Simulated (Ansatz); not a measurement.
# CuF: the cost of one run

Program: Ansatz 0.2.0. Level of theory: DFT PBE, Gaussian basis def2-SVP, and further levels as typed in the inputs. These are calculated values, not measurements.

## 1. The system as given

Bond lengths: Cu1–F2 1.750 Å.

Structure file:

```xyz
2

Cu    0.0000    0.0000    0.0000
F     0.0000    0.0000    1.7500
```

## 2. Relaxing the atoms: CuF

Contents of input.yaml:

```yaml
relax:
  f_tol: 0.001
  max_steps: 200
crystal:
  periodic: [false, false, false]
  atoms:
    - { symbol: Cu, position_ang: [0.0, 0.0, 0.0] }
    - { symbol: F, position_ang: [0.0, 0.0, 1.75] }
basis:
  gaussian: { orbitals: def2-SVP }
hamiltonian:
  xc: pbe
```

Command:

```
$ ansatz run input.yaml --threads 8 --pin off --max-ram 12288MiB --backend cpu --events-out ev --progress --plain --runs-dir out
```

Q: Estimate wall time and peak memory on 8 threads of Intel Xeon Platinum 8259CL at 2.50GHz (Skylake/Cascade Lake), shared host.

About 1.3 s, with a peak of 0.12 GiB.
